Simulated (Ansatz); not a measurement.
# CH7Al2BOSi: up Jacob's ladder to CCSD(T)

An exercise on one series of results from a longer session: the logs are not shown, and one member is left open.

Program: Ansatz 0.2.0, Gaussian basis. Level of theory: functionals in def2-TZVPP, the program's frozen cores in correlated methods. These are calculated values, not measurements.

Plan: LDA (SPW92), PBE-D4, revPBE-D4, BLYP-D4, r2SCAN-D4, B97M-V, PBE0-D4, B3LYP-D4, r2SCANh-D4, r2SCAN0-D4, HSE06-D4, BHLYP-D4, CAM-B3LYP-D4, LC-ωPBE, ωB97X-V, ωB97M-V, B2PLYP, PBE-QIDH; CCSD(T)/def2-SVP; CCSD(T)/def2-TZVPP; MP2/def2-QZVPP; extrapolation to the limit; RPA on PBE.

### Structure used throughout

All runs share one geometry, relaxed beforehand with PBE0-D4 in a triple-zeta def2 set.

13 atoms, charge 0, spin multiplicity 1.

Atoms are counted from 1 here; the program's logs count them from 0.

Bond lengths: B1–C2 1.472 Å, B1–Al5 2.240 Å, B1–H7 1.194 Å, B1–H8 1.258 Å, C2–Si3 1.887 Å, C2–Al5 2.134 Å, C2–H9 1.088 Å, Si3–O4 1.653 Å, Si3–H10 1.487 Å, Si3–H11 1.486 Å, O4–Al5 1.735 Å, Al5–Al6 2.578 Å, Al5–H8 1.974 Å, Al6–H12 1.590 Å, Al6–H13 1.590 Å. Angles: C2–B1–Al5 66.5°, C2–B1–H7 129.7°, C2–B1–H8 116.5°, Al5–B1–H7 136.3°, Al5–B1–H8 61.4°, H7–B1–H8 112.9°, B1–C2–Si3 122.8°, B1–C2–Al5 74.3°, B1–C2–H9 117.5°, Si3–C2–Al5 77.7°, Si3–C2–H9 117.8°, Al5–C2–H9 134.5°, C2–Si3–O4 98.2°, C2–Si3–H10 110.9°, C2–Si3–H11 114.1°, O4–Si3–H10 112.9° and more.

Set-up of the first run:

The input, in.yaml:

```yaml
crystal:
  periodic: [false, false, false]
  atoms:
    - {symbol: B, position_ang: [-1.338745, 0.956129, -0.481237]}
    - {symbol: C, position_ang: [0.070094, 1.381127, -0.521253]}
    - {symbol: Si, position_ang: [1.365876, 0.524456, -1.591920]}
    - {symbol: O, position_ang: [1.199947, -1.004055, -0.984718]}
    - {symbol: Al, position_ang: [0.084597, -0.596623, 0.279791]}
    - {symbol: Al, position_ang: [-0.424276, -1.932294, 2.425243]}
    - {symbol: H, position_ang: [-2.296506, 1.530279, -0.059382]}
    - {symbol: H, position_ang: [-1.568016, -0.252547, -0.743854]}
    - {symbol: H, position_ang: [0.309392, 2.366152, -0.126431]}
    - {symbol: H, position_ang: [2.716726, 1.098543, -1.352601]}
    - {symbol: H, position_ang: [1.083059, 0.582056, -3.050037]}
    - {symbol: H, position_ang: [-1.678052, -2.906709, 2.508032]}
    - {symbol: H, position_ang: [0.496409, -1.781313, 3.713168]}
basis:
  gaussian: {orbitals: def2-TZVPP}
hamiltonian: {xc: lda}
output: {orbitals: {seedname: orbitals}}
```

Run with:

```sh
ansatz run in.yaml --threads 4 --pin off --events-out ev --progress --plain --max-ram 10444MiB
```

Steps of the session up to this table: LDA; PBE-D4 (GGA); revPBE-D4 (GGA); BLYP-D4 (GGA); r2SCAN-D4 (meta-GGA); B97M-V (meta-GGA); PBE0-D4 (hybrid); B3LYP-D4 (hybrid); r2SCANh-D4 (hybrid); r2SCAN0-D4 (hybrid); HSE06-D4 (hybrid); BHLYP-D4 (hybrid); CAM-B3LYP-D4 (range-separated); LC-ωPBE (range-separated); ωB97X-V (range-separated); ωB97M-V (range-separated); B2PLYP (double hybrid); PBE-QIDH (double hybrid).

One table of the session follows, with a row left open; its other results are not shown here.

It belongs to the step «Orbital energies across the functionals». 

```
  functional  HOMO (eV)  LUMO (eV)  gap (eV)
 LDA (SPW92)      -6.25      -3.55      2.71
      PBE-D4      -6.15      -3.32      2.82
   revPBE-D4      -6.10      -3.22      2.88
     BLYP-D4      -5.98      -3.15      2.83
   r2SCAN-D4      -6.34      -3.11      3.23
      B97M-V      -6.41      -3.33      3.07
     PBE0-D4      -7.13      -2.56      4.57
    B3LYP-D4      -6.93      -2.71      4.21
  r2SCANh-D4      -6.70      -2.84      3.86
  r2SCAN0-D4      -7.26      -2.45      4.81
    HSE06-D4      -6.75      -2.93      3.81
    BHLYP-D4          ?          ?         ?
CAM-B3LYP-D4      -8.32      -1.57      6.75
     LC-ωPBE      -9.61      -0.55      9.06
     ωB97X-V      -9.28      -0.65      8.63
     ωB97M-V      -9.05      -0.92      8.13
```

**Question.** Estimate the row for BHLYP-D4.

Worked estimate for «HOMO (eV)». Against the share of exact exchange, BLYP-D4 (0, -5.98), B3LYP-D4 (0.2, -6.93) give a slope of -4.75 per unit share; at 0.5 the line stands at -8.35.

The run gave: HOMO (eV): -7.98; LUMO (eV): -1.73; gap (eV): 6.26. In «HOMO (eV)» the line misses by -0.37.
